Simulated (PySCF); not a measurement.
# C2H8NOSi: the cost of one run

Computed with tblite 0.8.0 and PySCF 2.14.0; each step states its level. No surroundings beyond the atoms listed, unless a continuum is named. Atoms count from 0, parts from 1.

9 further runs of the same task are left out: 9 set aside as unsound or not needed.

### 1 Starting point

13 atoms, charge 1, multiplicity 1; geometry: GFN2-xTB. Parts: 1 = atoms 0–5, `O[SiH3]`, charge 0; 2 = atoms 6–12, `CC#[NH+]`, charge 1.

### 2 NMR shieldings: PBE0/pcSseg-1

Job settings and geometry (Å):

```
{"job": {"kind": "nmr", "xc": "PBE0", "basis": "pcSseg-1", "pop": false, "iso": false}, "charge": 1, "multiplicity": 1, "parts": [{"atoms": "0-5", "charge": 0, "multiplicity": 1}, {"atoms": "6-12", "charge": 1, "multiplicity": 1}]}
O      1.037670     0.252560     0.213230
Si    -0.545820    -0.014180    -0.340160
H      1.269990     0.033160     1.116800
H     -0.354330     0.498380    -1.690180
H     -0.760630    -1.448650    -0.243550
H     -1.400650     0.787960     0.518690
C      4.935640     2.065620    -2.394270
C      3.848350     1.560530    -1.667340
N      2.961510     1.147940    -1.068290
H      4.575820     2.630870    -3.256840
H      5.532410     2.725410    -1.760410
H      5.563310     1.243030    -2.744210
H      2.082700     0.741770    -0.494430
```

Method: GIAO PBE0/pcSseg-1 NMR shielding, non-relativistic, gas phase.

Run with:

```bash
> OMP_NUM_THREADS=1 python cluster_run.py task.json out
```

One launch serves the whole session: the jobs run in the order shown.

Q: Estimate the wall time and peak memory of this first job on 1 thread of Arm Neoverse V1, shared host.

About 9.2 s, with a peak of 0.62 GiB.
